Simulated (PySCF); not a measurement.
# C₂H₄BrGeN: runs on many settings

Aim: see how C₂H₄BrGeN (`N#C[CH2][GeH2][Br]`) answers to the choice of functional, basis, grid and SCF options, and what happens with inputs that are wrong on purpose.

Computed with PySCF 2.14.0, with density-fitted response routines of our own, on a single molecule in the gas phase. Atoms are numbered from 0 throughout.

## 1. Starting geometry

9 atoms, charge 0, multiplicity 1; geometry from: GFN2-xTB.

Bonds of the start (Å): N0–C1 1.14, C1–C2 1.43, C2–Ge3 2.00, Ge3–Br4 2.27, C2–H5 1.09, C2–H6 1.09, Ge3–H7 1.51, Ge3–H8 1.51.

## 2. Nuclear shieldings: PBE0/pcSseg-1

The job: settings as JSON, then the geometry in Å.

```
{"job": {"kind": "nmr", "xc": "PBE0", "basis": "pcSseg-1"}, "charge": 0, "multiplicity": 1}
N     -1.076712     2.003527     1.445981
C     -1.030354     1.136342     0.702548
C     -0.912658     0.032841    -0.202292
Ge     0.951361    -0.696619    -0.107255
Br     2.335367     0.746255    -1.183855
H     -1.629614    -0.741643     0.075539
H     -1.130476     0.367206    -1.220559
H      1.456247    -0.825211     1.307466
H      1.050401    -2.016704    -0.842752
```

Level: GIAO PBE0/pcSseg-1 NMR shielding, non-relativistic, gas phase.

Command:

```
> OMP_NUM_THREADS=1 python probes_run.py task.json out
```

The driver reads the jobs from task.json and runs them one after another.

Log:

```text
coarse grid: 40120 points
cycle   1  E = -4783.2196739264  dE = -1.344e+00  |g| = 1.169e+00  |ddm| = 3.043e+00
cycle   2  E = -4783.0395377009  dE =  1.801e-01  |g| = 1.337e+00  |ddm| = 1.544e+00
cycle   3  E = -4783.2651639711  dE = -2.256e-01  |g| = 5.380e-01  |ddm| = 1.270e+00
cycle   4  E = -4783.3225402474  dE = -5.738e-02  |g| = 1.401e-01  |ddm| = 3.829e-01
cycle   5  E = -4783.3255312111  dE = -2.991e-03  |g| = 2.707e-02  |ddm| = 1.008e-01
cycle   6  E = -4783.3256203218  dE = -8.911e-05  |g| = 4.671e-03  |ddm| = 2.004e-02
cycle   7  E = -4783.3256230767  dE = -2.755e-06  |g| = 1.307e-03  |ddm| = 6.324e-03
final grid: 81008 points
cycle   8  E = -4783.3256106803  dE =  4.890e-07  |g| = 2.111e-03  |ddm| = 3.923e-03
cycle   9  E = -4783.3256082715  dE =  2.409e-06  |g| = 3.990e-03  |ddm| = 5.074e-03
cycle  10  E = -4783.3256115805  dE = -3.309e-06  |g| = 7.304e-04  |ddm| = 3.082e-03
cycle  11  E = -4783.3256116878  dE = -1.073e-07  |g| = 5.428e-05  |ddm| = 5.657e-04
cycle  12  E = -4783.3256116884  dE = -5.648e-10  |g| = 1.209e-05  |ddm| = 5.537e-05
converged SCF energy = -4783.3256116884

GIAO shielding tensors (ppm)
atom      isotropic    diamagn.    paramagn.     s11        s22        s33       span
  0 N      -34.113     339.680    -373.793   -211.003   -192.411    301.075    512.078
  1 C       66.183     259.903    -193.720    -51.127    -42.526    292.202    343.330
  2 C      179.833     252.409     -72.575    173.207    178.528    187.764     14.557
  3 Ge    1360.734    2753.681   -1392.947   1239.756   1366.280   1476.166    236.409
  4 Br    2786.376    3123.723    -337.347   2609.285   2841.268   2908.574    299.288
  5 H       29.793      28.552       1.241     24.065     27.459     37.855     13.790
  6 H       29.599      28.475       1.124     25.285     27.751     35.760     10.475
  7 H       26.099      27.614      -1.516     18.983     21.401     37.912     18.928
  8 H       26.152      27.247      -1.096     18.423     21.566     38.467     20.043
```

Run time: 17 s. Hardware: 1 thread of Intel Xeon Platinum 8488C, shared host; peak memory 0.71 GiB.

The references, computed at this level on geometries of the same kind, shield at (ppm): ¹H TMS 31.72, ¹³C TMS 186.9, ¹⁵N NH3 267.7, ⁷³Ge GeMe4 1331, ⁷⁹Br HBr 2622. Their shielding less the atom's gives the shift. The references are single molecules in the gas phase, so shifts against H2O, NH3, PH3, H3PO4 or CFCl3 are not on the usual liquid scales and can be off by tens of ppm. Atoms listed in one row are averaged.

| atoms | environment | σ (ppm) | δ (ppm) |
| --- | --- | --- | --- |
| C1 | nitrile carbon | 66.2 | 120.7 |
| C2 | sp3 CH2 bonded to Ge, α to a nitrile | 179.8 | 7.1 |
| H7, H8 | hydrogen on a germanium bonded to C, Br | 26.13 | 5.59 |
| H5, H6 | hydrogen on an sp3 CH2 bonded to Ge, α to a nitrile | 29.70 | 2.02 |
| N0 | nitrile nitrogen | -34.1 | 301.8 |
| Ge3 | germanium bonded to C, Br, 2 H | 1361 | -30 |
| Br4 | bromine bonded to Ge | 2786 | -164 |

The run also stored atomic charges by several schemes (e):

| atoms | Mulliken | IAO | Hirshfeld | ESP fit |
| --- | --- | --- | --- | --- |
| N0 | -0.24 | -0.25 | -0.23 | -0.45 |
| C1 | 0.06 | 0.14 | 0.07 | 0.31 |
| C2 | -0.47 | -0.54 | -0.12 | -0.16 |
| Ge3 | 0.52 | 0.65 | 0.37 | 0.16 |
| Br4 | -0.34 | -0.24 | -0.12 | -0.13 |

Mayer bond orders: N0–C1 3.04, C1–C2 1.01, C2–Ge3 0.87, Ge3–Br4 0.96.

## 3. Ultraviolet spectrum: PBE0/def2-SVPD

Same as in step 2 but for these lines:

```diff
@@ -1,2 +1,2 @@
-{"job": {"kind": "nmr", "xc": "PBE0", "basis": "pcSseg-1"}, "charge": 0, "multiplicity": 1}
+{"job": {"kind": "uv", "xc": "PBE0", "basis": "def2-SVPD", "nstates": 6, "ntriplets": 2}, "charge": 0, "multiplicity": 1}
 N     -1.076712     2.003527     1.445981
```

Level: TDDFT PBE0/def2-SVPD, vertical, gas phase, core orbitals frozen in the response.

Log:

```text
coarse grid: 40120 points
cycle   1  E = -4783.1022392695  dE = -1.165e+00  |g| = 5.834e-01  |ddm| = 3.871e+00
cycle   2  E = -4782.9334900648  dE =  1.687e-01  |g| = 1.051e+00  |ddm| = 1.840e+00
cycle   3  E = -4783.1637699321  dE = -2.303e-01  |g| = 2.106e-01  |ddm| = 1.310e+00
cycle   4  E = -4783.1722093698  dE = -8.439e-03  |g| = 4.151e-02  |ddm| = 2.254e-01
cycle   5  E = -4783.1725217068  dE = -3.123e-04  |g| = 8.909e-03  |ddm| = 5.211e-02
cycle   6  E = -4783.1725335624  dE = -1.186e-05  |g| = 1.919e-03  |ddm| = 1.270e-02
cycle   7  E = -4783.1725346415  dE = -1.079e-06  |g| = 4.589e-04  |ddm| = 3.718e-03
final grid: 81008 points
cycle   8  E = -4783.1725306670  dE =  1.418e-08  |g| = 6.351e-04  |ddm| = 3.611e-03
cycle   9  E = -4783.1725304791  dE =  1.879e-07  |g| = 1.098e-03  |ddm| = 1.939e-03
cycle  10  E = -4783.1725307606  dE = -2.815e-07  |g| = 2.489e-04  |ddm| = 1.232e-03
cycle  11  E = -4783.1725307742  dE = -1.362e-08  |g| = 1.178e-05  |ddm| = 2.580e-04
cycle  12  E = -4783.1725307742  dE = -2.001e-11  |g| = 2.763e-06  |ddm| = 1.574e-05
converged SCF energy = -4783.1725307742

Static polarisability (au): isotropic 77.782, principal 65.579 79.218 88.550

Singlet excitations
state   eV       nm        f      main configurations
  1   6.2875    197.2   0.01636   H-1->L 0.73, H->L 0.24
  2   6.3315    195.8   0.02104   H->L 0.71, H-1->L 0.25
  3   7.2244    171.6   0.00350   H-1->L+1 0.67, H->L+1 0.29
  4   7.2822    170.3   0.02801   H->L+1 0.55, H-1->L+1 0.30, H-2->L 0.10
  5   7.3632    168.4   0.02013   H-2->L 0.74, H->L+2 0.12
  6   7.4631    166.1   0.01126   H-1->L+2 0.50, H->L+2 0.38

Triplet excitations (Tamm-Dancoff, eV): 5.8222 5.8662
```

Run time: 22 s. Hardware: 1 thread of Intel Xeon Platinum 8488C, shared host; peak memory 0.69 GiB.

Frontier orbitals and where they lie:

| orbital | eV | atoms |
| --- | --- | --- |
| HOMO−3 | -9.69 | N0 47 %, C1 36 %, C2 9 % |
| HOMO−2 | -9.38 | N0 31 %, Br4 25 %, C1 23 % |
| HOMO−1 | -8.59 | Br4 79 %, Ge3 11 %, H7 5 % |
| HOMO | -8.56 | Br4 64 %, Ge3 10 %, C2 9 % |
| LUMO | -0.88 | Br4 36 %, Ge3 32 %, H8 10 % |
| LUMO+1 | -0.20 | Ge3 29 %, C2 14 %, H8 12 % |
| LUMO+2 | 0.00 | Ge3 33 %, Br4 13 %, C2 13 % |

With each of the 6 states as a Gaussian band of 0.4 eV half-width at 1/e, the curve within the window shown has maxima at 197 nm (ε 1,500), 169 nm (ε 2,500) L/(mol cm). Beyond the last state computed it falls off for lack of states. The curve at chosen wavelengths:

```csv
nm,ε (L/mol/cm)
160,850
162,1300
165,1992
167,2325
169,2468
172,2292
174,1980
176,1606
179,1102
181,885
183,788
186,851
188,991
190,1163
192,1329
195,1491
197,1513
199,1463
202,1274
204,1100
206,911
209,640
211,483
213,353
216,208
218,141
```

Further results of this job:

| property | computed |
| --- | --- |
| dipole moment (D) | 4.35 |
| polarisability (Å³) | 11.53 |
| HOMO–LUMO gap (eV) | 7.68 |
| −ε(HOMO) (eV) | 8.56 |

## 4. TDDFT and polarisability: KT2/6-311+G(2d,p)

Same as in step 3 but for these lines:

```diff
@@ -1,2 +1,2 @@
-{"job": {"kind": "uv", "xc": "PBE0", "basis": "def2-SVPD", "nstates": 6, "ntriplets": 2}, "charge": 0, "multiplicity": 1}
+{"job": {"kind": "uv", "xc": "KT2", "basis": "6-311+G(2d,p)", "nstates": 6, "ntriplets": 5, "tda": true, "scf": {"max_cycle": 8}}, "charge": 0, "multiplicity": 1}
 N     -1.076712     2.003527     1.445981
```

With the program's defaults for keys left out, this is: KT2/6-311+G(2d,p).

Log:

```text
KeyError: 'Element ge (Z=32) not found in basis 6-311+G(2d,p) version 0'
```

Wall time 0.02 s (1 thread of Intel Xeon Platinum 8488C, shared host).

Diagnosis: The basis 6-311+G(2d,p) has no functions for an element of the molecule, so the input was refused before any integral. Cure: choose a basis that covers all elements.

## 5. NMR shieldings: HF/pcSseg-1

Same as in step 4 but for these lines:

```diff
@@ -1,2 +1,2 @@
-{"job": {"kind": "uv", "xc": "KT2", "basis": "6-311+G(2d,p)", "nstates": 6, "ntriplets": 5, "tda": true, "scf": {"max_cycle": 8}}, "charge": 0, "multiplicity": 1}
+{"job": {"kind": "nmr", "xc": "HF", "basis": "pcSseg-1", "pop": true, "scf": {"damp": 0.1}}, "charge": 0, "multiplicity": 1}
 N     -1.076712     2.003527     1.445981
```

Level: GIAO HF/pcSseg-1 NMR shielding, non-relativistic, gas phase.

Log:

```text
damping 0.10 in the first 6 cycles
final grid: 81008 points
cycle   1  E = -4779.6336419138  dE = -1.235e+00  |g| = 8.180e-01  |ddm| = 2.927e+00
cycle   2  E = -4779.7202411146  dE = -8.660e-02  |g| = 5.007e-01  |ddm| = 8.706e-01
cycle   3  E = -4779.7446015167  dE = -2.436e-02  |g| = 3.454e-01  |ddm| = 5.694e-01
cycle   4  E = -4779.7554766621  dE = -1.088e-02  |g| = 2.525e-01  |ddm| = 3.422e-01
cycle   5  E = -4779.7611596156  dE = -5.683e-03  |g| = 1.838e-01  |ddm| = 2.716e-01
cycle   6  E = -4779.7619793338  dE = -8.197e-04  |g| = 1.722e-01  |ddm| = 2.079e-01
cycle   7  E = -4779.7627127752  dE = -7.334e-04  |g| = 1.612e-01  |ddm| = 2.008e-01
cycle   8  E = -4779.7680099908  dE = -5.297e-03  |g| = 2.421e-03  |ddm| = 9.397e-02
cycle   9  E = -4779.7680108422  dE = -8.514e-07  |g| = 9.374e-04  |ddm| = 2.394e-03
cycle  10  E = -4779.7680110622  dE = -2.200e-07  |g| = 2.714e-04  |ddm| = 1.359e-03
cycle  11  E = -4779.7680110950  dE = -3.279e-08  |g| = 6.063e-05  |ddm| = 5.872e-04
cycle  12  E = -4779.7680110973  dE = -2.351e-09  |g| = 2.376e-05  |ddm| = 1.098e-04
cycle  13  E = -4779.7680110979  dE = -5.639e-10  |g| = 1.197e-05  |ddm| = 4.051e-05
converged SCF energy = -4779.7680110979

GIAO shielding tensors (ppm)
atom      isotropic    diamagn.    paramagn.     s11        s22        s33       span
  0 N      -37.563     337.405    -374.967   -217.441   -195.086    299.840    517.281
  1 C       67.055     261.173    -194.118    -53.090    -44.375    298.631    351.721
  2 C      192.276     249.331     -57.055    187.405    191.187    198.236     10.831
  3 Ge    1537.827    2751.817   -1213.990   1456.425   1545.183   1611.874    155.450
  4 Br    2941.790    3124.498    -182.707   2831.403   2957.336   3036.632    205.229
  5 H       30.454      28.722       1.732     24.387     27.708     39.268     14.881
  6 H       30.190      28.553       1.637     25.464     27.985     37.120     11.656
  7 H       27.000      27.778      -0.778     19.902     22.126     38.973     19.071
  8 H       27.084      27.489      -0.404     19.281     22.354     39.618     20.337
```

It took 11 s on 1 thread of Intel Xeon Platinum 8488C, shared host; peak memory 0.74 GiB.

This run: σ C1 67.1, C2 192.3, N0 -37.6, Ge3 1538, H7 27.04, H5 30.32 ppm (means over like atoms).

## 6. Shielding tensors: BP86/ANO-RCC-VDZP

Same as in step 5 but for these lines:

```diff
@@ -1,2 +1,2 @@
-{"job": {"kind": "nmr", "xc": "HF", "basis": "pcSseg-1", "pop": true, "scf": {"damp": 0.1}}, "charge": 0, "multiplicity": 1}
+{"job": {"kind": "nmr", "xc": "BP86", "basis": "ANO-RCC-VDZP", "pop": false, "scf": {"guess": "1e", "max_cycle": 66}}, "charge": 0, "multiplicity": 1}
 N     -1.076712     2.003527     1.445981
```

With the program's defaults for keys left out, this is: GIAO BP86/ANO-RCC-VDZP NMR shielding, non-relativistic, gas phase.

ANO-RCC is contracted for a relativistic Hamiltonian, so without one its core functions misfit and properties at heavier nuclei are off.

Log:

```text
final grid: 81008 points
cycle   1  E = -4065.6098502847  dE =  5.611e+02  |g| = 2.516e+01  |ddm| = 8.857e+01
cycle   2  E = -4491.3398606822  dE = -4.257e+02  |g| = 5.872e+00  |ddm| = 9.005e+01
cycle   3  E = -3810.7242821754  dE =  6.806e+02  |g| = 2.290e+01  |ddm| = 1.605e+02
cycle   4  E = -4050.2437115001  dE = -2.395e+02  |g| = 2.312e+01  |ddm| = 6.168e+01
cycle   5  E = -4051.1314213551  dE = -8.877e-01  |g| = 2.317e+01  |ddm| = 2.441e+00
cycle   6  E = -4051.6549618631  dE = -5.235e-01  |g| = 2.321e+01  |ddm| = 1.145e+00
cycle   7  E = -4051.6523397409  dE =  2.622e-03  |g| = 2.321e+01  |ddm| = 1.039e-01
cycle   8  E = -4051.6783768872  dE = -2.604e-02  |g| = 2.321e+01  |ddm| = 5.714e-02
cycle   9  E = -4052.0977209866  dE = -4.193e-01  |g| = 2.325e+01  |ddm| = 1.099e+00
cycle  10  E = -4052.8723295344  dE = -7.746e-01  |g| = 2.325e+01  |ddm| = 1.871e+00
[... 46 cycles left out ...]
cycle  57  E = -3813.1914326492  dE =  6.781e+02  |g| = 2.323e+01  |ddm| = 1.500e+02
cycle  58  E = -4049.0777585590  dE = -2.359e+02  |g| = 2.309e+01  |ddm| = 5.366e+01
cycle  59  E = -4050.8128770446  dE = -1.735e+00  |g| = 2.321e+01  |ddm| = 4.441e+00
cycle  60  E = -4051.3043836070  dE = -4.915e-01  |g| = 2.323e+01  |ddm| = 1.088e+00
cycle  61  E = -4052.2961094503  dE = -9.917e-01  |g| = 2.326e+01  |ddm| = 2.517e+00
cycle  62  E = -4055.0279625481  dE = -2.732e+00  |g| = 2.333e+01  |ddm| = 5.800e+00
cycle  63  E = -4055.8307900975  dE = -8.028e-01  |g| = 2.335e+01  |ddm| = 1.556e+00
cycle  64  E = -4055.7551540724  dE =  7.564e-02  |g| = 2.334e+01  |ddm| = 1.672e-01
cycle  65  E = -4491.3156927962  dE = -4.356e+02  |g| = 5.874e+00  |ddm| = 1.107e+02
cycle  66  E = -4053.6125926451  dE =  4.377e+02  |g| = 2.347e+01  |ddm| = 1.141e+02
SCF not converged, last energy = -4053.6125926451
```

Run time: 3.6 min. Hardware: 1 thread of Intel Xeon Platinum 8488C, shared host; peak memory 0.49 GiB.

Diagnosis: After 66 cycles the gradient is still 2.3e+01, from the 1e guess. Cure: go back to the standard guess, DIIS and geometry, then add damping if needed. Numbers printed on the way are no properties of the molecule.

## 7. Side by side: NMR shifts

Shifts (ppm), means over like atoms, with basis size and wall time:

| run | C1 | C2 | H7 | H5 | N0 | functions | time |
| --- | --- | --- | --- | --- | --- | --- | --- |
| PBE0/pcSseg-1 | 120.7 | 7.1 | 5.59 | 2.02 | 301.8 | 153 | 17 s |
| HF/pcSseg-1 | 126.3 | 1.1 | 5.11 | 1.83 | 305.1 | 153 | 11 s |

## 8. Results

```
                                                              quantity                                            value
                                ¹³C shifts against TMS (PBE0/pcSseg-1)                                   120.7, 7.1 ppm
¹H shifts against TMS (PBE0/pcSseg-1, means over atoms taken as alike)                                   5.59, 2.02 ppm
                                ¹⁵N shifts against NH3 (PBE0/pcSseg-1)                                        301.8 ppm
                             ⁷³Ge shifts against GeMe4 (PBE0/pcSseg-1)                                          -30 ppm
                               ⁷⁹Br shifts against HBr (PBE0/pcSseg-1)                                         -164 ppm
                                       lowest singlet (PBE0/def2-SVPD)                      6.29 eV (197 nm), f = 0.016
                              brightest single state of those computed                      state 4, 7.28 eV, f = 0.028
                                                        lowest triplet                                          5.82 eV
                                              range of the shift of C2                                   1.1 to 7.1 ppm
                                         property runs in this session  5, of which 2 failed and 0 gave unsound results
```

Single values in the summary come from the first sound run of each kind (PBE0/pcSseg-1; PBE0/def2-SVPD), which need not be the best level. The most deshielded carbon is C1 (nitrile carbon), at 120.7 ppm: this is the usual window of a C≡N carbon, which has no attached hydrogen. At PBE0/pcSseg-1: The largest span, 512 ppm, is at N0, where the paramagnetic term is -374 ppm. The first singlet state (HOMO−1→LUMO 0.73, HOMO→LUMO 0.24) lies at 6.29 eV and is weak; of the 6 states computed, the strongest absorption comes from state 4 at 7.28 eV. The lowest triplet lies 0.47 eV below the lowest singlet (triplets in Tamm-Dancoff, singlets in full TDDFT). Among the atoms with a shift in every run: In ppm, C2 moves most: its shift spreads over 6.0 ppm, from 1.1 (HF/pcSseg-1) to 7.1 (PBE0/pcSseg-1). Spin-orbit coupling is left out, which matters for shieldings and couplings at and beside the heavy atoms.
